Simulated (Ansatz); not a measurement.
# MoSCl₄: up Jacob's ladder to CCSD(T)

One table from this session's results is given with a row withheld; the runs are named, their logs left out.

The runs use Ansatz 0.2.0, Gaussian basis; functionals in def2-TZVPP, the program's frozen cores in correlated methods.

Levels to be run: LDA (SPW92), PBE-D4, revPBE-D4, BLYP-D4, r2SCAN-D4, B97M-V, PBE0-D4, B3LYP-D4, r2SCANh-D4, r2SCAN0-D4, HSE06-D4, BHLYP-D4, CAM-B3LYP-D4, LC-ωPBE, ωB97X-V, ωB97M-V, B2PLYP, PBE-QIDH; CCSD(T)/def2-SVP; CCSD(T)/def2-TZVPP; MP2/def2-QZVPP; extrapolation to the limit; RPA on PBE.

1 further run of the same task is left out (it didn't finish).

## The relaxed structure

The geometry comes from an earlier relaxation with PBE0-D4 in a triple-zeta def2 set; it is a stationary point. Mo takes the def2 core potential; no spin-orbit term is included.

6 atoms, charge 0, spin multiplicity 1.

Atoms are counted from 1 here; the program's logs count them from 0.

Bond lengths: S1–Mo2 2.054 Å, Mo2–Cl3 2.277 Å, Mo2–Cl4 2.277 Å, Mo2–Cl5 2.277 Å, Mo2–Cl6 2.277 Å. Angles: S1–Mo2–Cl3 104.5°, S1–Mo2–Cl4 104.5°, S1–Mo2–Cl5 104.5°, S1–Mo2–Cl6 104.5°, Cl3–Mo2–Cl4 86.4°, Cl3–Mo2–Cl5 151.1°, Cl3–Mo2–Cl6 86.4°, Cl4–Mo2–Cl5 86.4°, Cl4–Mo2–Cl6 151.0°, Cl5–Mo2–Cl6 86.4°.

Set-up of the first run:

Input file in.yaml:

```yaml
crystal:
  periodic: [false, false, false]
  atoms:
    - {symbol: S, position_ang: [-2.076969, -0.097052, 0.145984]}
    - {symbol: Mo, position_ang: [-0.029866, -0.012199, -0.004969]}
    - {symbol: Cl, position_ang: [0.722962, -1.079337, 1.859908]}
    - {symbol: Cl, position_ang: [0.535934, -1.902190, -1.141212]}
    - {symbol: Cl, position_ang: [0.351391, 1.101956, -1.953456]}
    - {symbol: Cl, position_ang: [0.538648, 1.924822, 1.047645]}
basis:
  gaussian: {orbitals: def2-TZVPP}
hamiltonian: {xc: lda}
output: {orbitals: {seedname: orbitals}}
```

Run with:

```
$ ansatz run in.yaml --threads 2 --pin off --events-out ev --progress --plain --max-ram 20480MiB --backend cpu
```

Among the steps run: LDA; PBE-D4 (GGA); revPBE-D4 (GGA); BLYP-D4 (GGA); r2SCAN-D4 (meta-GGA); B97M-V (meta-GGA); B3LYP-D4 (hybrid); r2SCANh-D4 (hybrid); r2SCAN0-D4 (hybrid); HSE06-D4 (hybrid); BHLYP-D4 (hybrid); CAM-B3LYP-D4 (range-separated); LC-ωPBE (range-separated); ωB97X-V (range-separated); ωB97M-V (range-separated); B2PLYP (double hybrid); PBE-QIDH (double hybrid).

One of the session's tables, all rows but one given; the rest of the session is left out.

It belongs to the step «Orbital energies across the functionals». 

```
  functional  HOMO (eV)  LUMO (eV)  gap (eV)
 LDA (SPW92)      -7.50      -5.90      1.60
      PBE-D4          ?          ?         ?
   revPBE-D4      -7.30      -5.63      1.66
     BLYP-D4      -7.16      -5.55      1.61
   r2SCAN-D4      -7.69      -5.81      1.88
      B97M-V      -7.78      -5.81      1.97
     PBE0-D4      -8.65      -5.15      3.50
    B3LYP-D4      -8.37      -5.28      3.09
  r2SCANh-D4      -8.16      -5.57      2.59
  r2SCAN0-D4      -8.88      -5.18      3.69
    HSE06-D4      -8.25      -5.51      2.74
    BHLYP-D4      -9.80      -4.30      5.50
CAM-B3LYP-D4      -9.93      -4.16      5.78
     LC-ωPBE     -11.34      -3.22      8.12
     ωB97X-V     -10.97      -3.22      7.74
     ωB97M-V     -10.79      -3.17      7.62
```

Q: Estimate the row for PBE-D4 from the others.

The run gave: HOMO (eV): -7.35; LUMO (eV): -5.71; gap (eV): 1.64. In the column «HOMO (eV)» it lies between LDA (SPW92) (-7.50) and revPBE-D4 (-7.30).
